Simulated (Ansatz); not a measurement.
# ClH4InO2Si: the cost of one run

Method: the settings change from run to run; program: Ansatz 0.2.0, Gaussian basis.

### 1 The geometry

The structure was relaxed beforehand with PBE0-D4 in a triple-zeta def2 set. In takes a core potential in def2 sets; no spin-orbit term is included.

SMILES `[OH][In]([Cl])[O][SiH3]`, 9 atoms, charge 0, spin multiplicity 1.

Atoms are counted from 1 here; the program's logs count them from 0.

Bond lengths: O1–In2 1.964 Å, O1–H6 0.962 Å, In2–Cl3 2.285 Å, In2–O4 1.968 Å, O4–Si5 1.632 Å, Si5–H7 1.497 Å, Si5–H8 1.487 Å, Si5–H9 1.487 Å. Angles: In2–O1–H6 111.2°, O1–In2–Cl3 122.8°, O1–In2–O4 118.9°, Cl3–In2–O4 118.3°, In2–O4–Si5 133.7°, O4–Si5–H7 110.7°, O4–Si5–H8 110.4°, O4–Si5–H9 110.5°, H7–Si5–H8 108.0°, H7–Si5–H9 108.0°, H8–Si5–H9 109.2°.

Geometry (Å):

```xyz
9
ClH4InO2Si
O     1.9299    1.6454    0.0197
In    1.6613   -0.2878    0.2367
Cl    3.3823   -1.7397    0.6282
O    -0.1631   -1.0138    0.1105
Si   -1.6273   -0.3425   -0.1509
H     1.0955    2.0975   -0.1384
H    -1.5062    1.1381   -0.3356
H    -2.2465   -0.9092   -1.3781
H    -2.5259   -0.5881    1.0079
```

### 2 PBE/def2-TZVPD

Options: finite nuclei.

in.yaml

```yaml
crystal:
  periodic: [false, false, false]
  atoms:
    - {symbol: O, position_ang: [1.929901, 1.645376, 0.019724]}
    - {symbol: In, position_ang: [1.661260, -0.287776, 0.236716]}
    - {symbol: Cl, position_ang: [3.382305, -1.739672, 0.628160]}
    - {symbol: O, position_ang: [-0.163136, -1.013763, 0.110527]}
    - {symbol: Si, position_ang: [-1.627260, -0.342513, -0.150883]}
    - {symbol: H, position_ang: [1.095470, 2.097538, -0.138410]}
    - {symbol: H, position_ang: [-1.506179, 1.138143, -0.335642]}
    - {symbol: H, position_ang: [-2.246451, -0.909201, -1.378095]}
    - {symbol: H, position_ang: [-2.525910, -0.588131, 1.007903]}
basis:
  gaussian: {orbitals: def2-TZVPD, nuclear_model: gaussian}
hamiltonian: {xc: {name: PBE}}
output: {forces: true}
```

Launch:

```bash
> ansatz run in.yaml --threads 4 --pin off --events-out ev --progress --plain --max-ram 10444MiB
```

**Question.** How long does this run take on 4 threads of Arm Neoverse N1, shared host, and how much memory does it need?

About 6 s, with a peak of 0.43 GiB.
